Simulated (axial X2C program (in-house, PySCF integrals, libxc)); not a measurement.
**Linear SnCN⁻ at several levels**

An exercise on one series of results from a longer session: the logs are not shown, and one member is left open.

Computed with an in-house X2C program for linear molecules on PySCF integrals. Level: all-electron X2C, two-component (2c) or spin-free, Sn dyall-v3z, C dyall-v3z, N dyall-av3z.

All values are calculated.

2 further runs of the same task are left out: 2 set aside as unsound or not needed.

Set-up of the first run:

Input file task.json:

```json
{"zs": [50, 6, 7], "q": -1, "bas": ["dyall-v3z", "dyall-v3z", "dyall-av3z"], "r0": [2.1, 1.16], "symm": 0, "scan": ["PBE0", "HF", "PBE"], "levels": ["PBE0", "HF", "PBE"], "nst": 2}
```

Keys: zs atomic numbers; q charge; bas basis sets; r0 starting distance in Å; symm equal bonds; scan levels of the two-bond scan; levels methods; nst determinants followed.

On the command line:

```bash
python solin.py task.json out
```

Masses Sn 119.902, C 12.000, N 14.003 u.

Among the steps run: Scan at PBE0, 2c; Scan at HF, 2c; Scan at PBE, 2c.

One of the session's tables, all rows but one given; the rest of the session is left out.

```
          level  r(Sn–C) (Å)  r(C–N) (Å)  lower stretch (cm⁻¹)  upper stretch (cm⁻¹)
       PBE0, 2c            ?           ?                     ?                     ?
         HF, 2c        2.288       1.141                 278.8                2325.2
        PBE, 2c        2.238       1.178                 305.8                2068.6
PBE0, spin-free        2.227       1.163                 313.5                2182.2
  HF, spin-free        2.286       1.141                 281.2                2325.6
 PBE, spin-free        2.236       1.178                 307.2                2068.8
```

**Question.** Estimate the row for PBE0, 2c.

**Answer.** r(Sn–C) (Å): 2.228; r(C–N) (Å): 1.163; lower stretch (cm⁻¹): 312.2; upper stretch (cm⁻¹): 2181.9. In the column «r(Sn–C) (Å)» it lies between PBE0, spin-free (2.227) and PBE, spin-free (2.236).

Scans not shown above were run alike.

Limits of these values: For an anion the highest level of a functional can be positive, and the basis then holds the extra electron. The molecule was held linear; bending was not examined, so a bent shape may lie lower.
